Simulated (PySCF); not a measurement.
**KCl: bond curves at several levels of theory**

What are the lowest state that PBE0 finds, the bond length, vibrational wavenumber and bond energy of KCl, and how much do these hang on the method?

Program: PySCF 2.14.0. Level of theory: K def2-TZVPP, Cl def2-TZVPP, no relativity. These are calculated values, not measurements.

## (1) Input

The job is set up so:

```
atoms                         : K, Cl
charge                        : 0
basis                         : K def2-TZVPP, Cl def2-TZVPP
Hamiltonian                   : no relativity
basis functions               : 75
electrons treated             : 36
masses in u                   : 38.9637, 34.9689
levels                        : PBE0, PBE, r²SCAN, TPSSh, PBEsol, MN15, r²SCAN0, HSE06, HF, MP2, SCS-MP2, CCSD, CCSD(T)
grid                          : 80 radial by 434 angular points
occupations                   : held fixed by the projection of orbital angular momentum
dissociation limit            : K + Cl, each in its ground configuration
starting distance in angstrom : 2.915
values of 2S to try           : 0, 2
```

On the command line:

```
$ OMP_NUM_THREADS=1 python dia.py task.json out
```

The runs that follow: The PBE0 curve of the state that the search chose; Higher solutions at PBE0; PBE (GGA); r²SCAN; TPSSh (hybrid meta-GGA); PBEsol; MN15 (hybrid meta-GGA); r²SCAN0 (hybrid meta-GGA); HSE06 (range-separated hybrid); RHF (mean field); MP2 and coupled cluster.

Q: Predict the outcome of this session. Wanted: for each run, Re; ωe; De; μ.

As calculated:

Lowest PBE0 solution found, without spin–orbit coupling: ¹Σ⁺ (singlet), closed shell. The other levels ran on it alone.

| level | Re (Å) | ωe (cm⁻¹) | De (eV) | μ (D) |
| --- | --- | --- | --- | --- |
| RHF | 2.750 | 267.3 | 3.19 | -11.00 |
| RHF-MP2 | 2.706 | 278.5 | 4.23 | n/a |
| RHF-SCS-MP2 | 2.716 | 275.9 | 4.16 | n/a |
| RHF-CCSD | 2.716 | 276.6 | 4.01 | n/a |
| RHF-CCSD(T) | 2.713 | 277.4 | 4.08 | n/a |
| PBE | 2.689 | 272.5 | 4.23 | -9.84 |
| PBEsol | 2.663 | 279.4 | 4.39 | -9.76 |
| r²SCAN | 2.695 | 276.6 | 4.37 | -10.29 |
| TPSSh | 2.692 | 274.1 | 4.32 | -10.16 |
| PBE0 | 2.684 | 277.0 | 4.21 | -10.18 |
| r²SCAN0 | 2.690 | 278.9 | 4.29 | -10.41 |
| HSE06 | 2.684 | 277.6 | 4.21 | -10.16 |
| MN15 | 2.690 | 272.7 | 4.41 | -10.42 |

De is counted to K + Cl in their ground configurations. A positive dipole means K(−)Cl(+).

Differences from CCSD(T) in the same basis:

| level | Re (mÅ) | ωe (%) |
| --- | --- | --- |
| RHF | +37 | -3.6 |
| RHF-MP2 | -7 | +0.4 |
| RHF-SCS-MP2 | +3 | -0.5 |
| RHF-CCSD | +3 | -0.3 |
| PBE | -24 | -1.8 |
| PBEsol | -49 | +0.7 |
| r²SCAN | -18 | -0.3 |
| TPSSh | -21 | -1.2 |
| PBE0 | -29 | -0.1 |
| r²SCAN0 | -23 | +0.5 |
| HSE06 | -29 | +0.1 |
| MN15 | -23 | -1.7 |

**Reading.** Against CCSD(T) in the same basis, the bond length is nearest at RHF-SCS-MP2 and RHF-CCSD (+3 mÅ) and farthest at PBEsol (-49 mÅ); the wavenumber is nearest at PBE0 and HSE06 (0.1 % off) and farthest at RHF (-3.6 %). Among the levels with a De in the table, it runs from 3.19 eV (RHF) to 4.41 eV (MN15).

Correlated steps freeze 10 core orbitals.
